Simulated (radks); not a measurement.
# Excited configurations of Eu³⁺

How tightly is the outer electron of Eu³⁺ held in higher orbitals? Ground state, ion and excited configurations are run in turn.

The numbers are computed with radks (a radial shooting solver on a logarithmic mesh, Libxc functionals) version 1 (non-relativistic Kohn-Sham, PBE, spin-polarised, spherical densities, point nucleus; open shells are filled with parallel spins first), except any that are marked as measured or tabulated.

## 1. What is computed

| Property | Result |
| --- | --- |
| element | europium (Z = 63) |
| charge | +3 |
| electrons | 60 |
| configuration | [Xe] 4f6 |

The outer shells:

Eu³⁺
```
[Xe] core
4f [↑ ][↑ ][↑ ][↑ ][↑ ][↑ ][  ]
```

## 2. Ground configuration: [Xe] 4f6

Input:

```text
Z 63
configuration [Xe] 4f6
relativity non-relativistic
functional pbe,pbe
spin polarised
nucleus point
```

## 3. The ion: [Xe] 4f5

Input:

```text
Z 63
configuration [Xe] 4f5
relativity non-relativistic
functional pbe,pbe
spin polarised
nucleus point
```

## 4. Outer electron in 5d: [Xe] 4f5 5d1

Input:

```text
Z 63
configuration [Xe] 4f5 5d1
relativity non-relativistic
functional pbe,pbe
spin polarised
nucleus point
```

## 5. Outer electron in 5f: [Xe] 4f5 5f1

Input:

```text
Z 63
configuration [Xe] 4f5 5f1
relativity non-relativistic
functional pbe,pbe
spin polarised
nucleus point
```

## 6. Outer electron in 6s: [Xe] 4f5 6s1

Input:

```text
Z 63
configuration [Xe] 4f5 6s1
relativity non-relativistic
functional pbe,pbe
spin polarised
nucleus point
```

## 7. Outer electron in 6d: [Xe] 4f5 6d1

Input:

```text
Z 63
configuration [Xe] 4f5 6d1
relativity non-relativistic
functional pbe,pbe
spin polarised
nucleus point
```

## 8. Outer electron in 6f: [Xe] 4f5 6f1

Input:

```text
Z 63
configuration [Xe] 4f5 6f1
relativity non-relativistic
functional pbe,pbe
spin polarised
nucleus point
```

## 9. Outer electron in 7s: [Xe] 4f5 7s1

Input:

```text
Z 63
configuration [Xe] 4f5 7s1
relativity non-relativistic
functional pbe,pbe
spin polarised
nucleus point
```

## 10. Outer electron in 7p: [Xe] 4f5 7p1

Input:

```text
Z 63
configuration [Xe] 4f5 7p1
relativity non-relativistic
functional pbe,pbe
spin polarised
nucleus point
```

## 11. Outer electron in 7d: [Xe] 4f5 7d1

Input:

```text
Z 63
configuration [Xe] 4f5 7d1
relativity non-relativistic
functional pbe,pbe
spin polarised
nucleus point
```

## 12. Outer electron in 7f: [Xe] 4f5 7f1

Input:

```text
Z 63
configuration [Xe] 4f5 7f1
relativity non-relativistic
functional pbe,pbe
spin polarised
nucleus point
```

Q: Predict the outcome of this session. Wanted: for each run, outer orbital; excitation; binding; n*; quantum defect; <r>.

**Answer**, as computed:

| outer orbital | excitation (eV) | binding (eV) | n* | quantum defect | <r> (bohr) |
| --- | --- | --- | --- | --- | --- |
| 5d | 15.959 | 32.943 | 2.571 | 2.429 | 2.044 |
| 5f | 34.213 | 14.689 | 3.850 | 1.150 | 4.032 |
| 6s | 21.647 | 27.255 | 2.826 | 3.174 | 3.152 |
| 6d | 32.890 | 16.012 | 3.687 | 2.313 | 4.629 |
| 6f | 39.164 | 9.738 | 4.728 | 1.272 | 7.113 |
| 7s | 33.848 | 15.054 | 3.803 | 3.197 | 5.646 |
| 7d | 38.854 | 10.048 | 4.655 | 2.345 | 7.732 |
| 7f | 42.105 | 6.797 | 5.659 | 1.341 | 10.91 |

What this shows: Binding is E(ion) − E, and n* = 4/√(2·binding) in atomic units. The Δ-SCF energy to the ion that was run is 48.902 eV (NIST's first ionisation energy, to the ion's ground state: 42.9 eV, semi-empirical). Mean quantum defects: d 2.36, f 1.25, s 3.19. They fall with l, since high-l orbitals stay out of the core. Self-interaction in the functional shifts them, so they are the method's values and not measured ones. Relativity is left out here, which matters for elements this heavy. Open shells are spherical and high-spin; term and fine-structure splittings are not resolved.
